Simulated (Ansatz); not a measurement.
# ClH₄SbSi: one species, many methods

One table from this session's results is given with a row withheld; the runs are named, their logs left out.

The runs use Ansatz 0.2.0, Gaussian basis; functionals in def2-TZVPP, the program's frozen cores in correlated methods.

Levels to be run: LDA (SPW92), PBE-D4, revPBE-D4, BLYP-D4, r2SCAN-D4, B97M-V, PBE0-D4, B3LYP-D4, r2SCANh-D4, r2SCAN0-D4, HSE06-D4, BHLYP-D4, CAM-B3LYP-D4, LC-ωPBE, ωB97X-V, ωB97M-V, B2PLYP, PBE-QIDH; CCSD(T)/def2-SVP; CCSD(T)/def2-TZVPP; MP2/def2-QZVPP; extrapolation to the limit; RPA on PBE.

**Structure used throughout**

An earlier PBE0-D4 in a triple-zeta def2 set relaxation fixed the geometry. Sb takes the def2 core potential; no spin-orbit term is included.

SMILES `Cl[SiH2][SbH2]`, 7 atoms, charge 0, spin multiplicity 1.

Atoms are counted from 1 here; the program's logs count them from 0.

Bond lengths: Cl1–Si2 2.060 Å, Si2–Sb3 2.569 Å, Si2–H4 1.484 Å, Si2–H5 1.484 Å, Sb3–H6 1.707 Å, Sb3–H7 1.707 Å. Angles: Cl1–Si2–Sb3 113.2°, Cl1–Si2–H4 107.5°, Cl1–Si2–H5 107.5°, Sb3–Si2–H4 109.7°, Sb3–Si2–H5 109.7°, H4–Si2–H5 109.1°, Si2–Sb3–H6 90.3°, Si2–Sb3–H7 90.3°, H6–Sb3–H7 91.7°.

The first run:

Input file in.yaml:

```yaml
crystal:
  periodic: [false, false, false]
  atoms:
    - {symbol: Cl, position_ang: [-1.837848, -1.155113, 0.463891]}
    - {symbol: Si, position_ang: [-0.557462, -0.091915, -0.750179]}
    - {symbol: Sb, position_ang: [1.568304, 0.692542, 0.459846]}
    - {symbol: H, position_ang: [-0.190163, -0.970339, -1.889008]}
    - {symbol: H, position_ang: [-1.303556, 1.083764, -1.264591]}
    - {symbol: H, position_ang: [0.628446, 1.228357, 1.779835]}
    - {symbol: H, position_ang: [1.753480, -0.855295, 1.154607]}
basis:
  gaussian: {orbitals: def2-TZVPP}
hamiltonian: {xc: lda}
output: {orbitals: {seedname: orbitals}}
```

Launch:

```console
$ ansatz run in.yaml --threads 2 --pin off --events-out ev --progress --plain --max-ram 4352MiB
```

Steps of the session up to this table: LDA; PBE-D4 (GGA); revPBE-D4 (GGA); BLYP-D4 (GGA); r2SCAN-D4 (meta-GGA); B97M-V (meta-GGA); B3LYP-D4 (hybrid); r2SCANh-D4 (hybrid); r2SCAN0-D4 (hybrid); HSE06-D4 (hybrid); BHLYP-D4 (hybrid); CAM-B3LYP-D4 (range-separated); LC-ωPBE (range-separated); ωB97X-V (range-separated); ωB97M-V (range-separated); B2PLYP (double hybrid); PBE-QIDH (double hybrid).

One of the session's tables, all rows but one given; the rest of the session is left out.

It belongs to the step «Frontier levels by functional». 

| functional | HOMO (eV) | gap (eV) |
| --- | --- | --- |
| LDA (SPW92) | -6.48 | 4.68 |
| PBE-D4 | -6.35 | 4.73 |
| revPBE-D4 | ? | ? |
| BLYP-D4 | -6.20 | 4.68 |
| r2SCAN-D4 | -6.60 | 5.23 |
| B97M-V | -6.59 | 5.10 |
| PBE0-D4 | -7.35 | 6.49 |
| B3LYP-D4 | -7.16 | 6.08 |
| r2SCANh-D4 | -6.96 | 5.86 |
| r2SCAN0-D4 | -7.51 | 6.80 |
| HSE06-D4 | -6.96 | 5.74 |
| BHLYP-D4 | -8.21 | 8.15 |
| CAM-B3LYP-D4 | -8.53 | 8.61 |
| LC-ωPBE | -9.76 | 10.92 |
| ωB97X-V | -9.46 | 10.52 |
| ωB97M-V | -9.32 | 10.13 |

Estimate the missing values for revPBE-D4.

The run gave: HOMO (eV): -6.30; gap (eV): 4.76. In the column «HOMO (eV)» it lies between PBE-D4 (-6.35) and BLYP-D4 (-6.20).
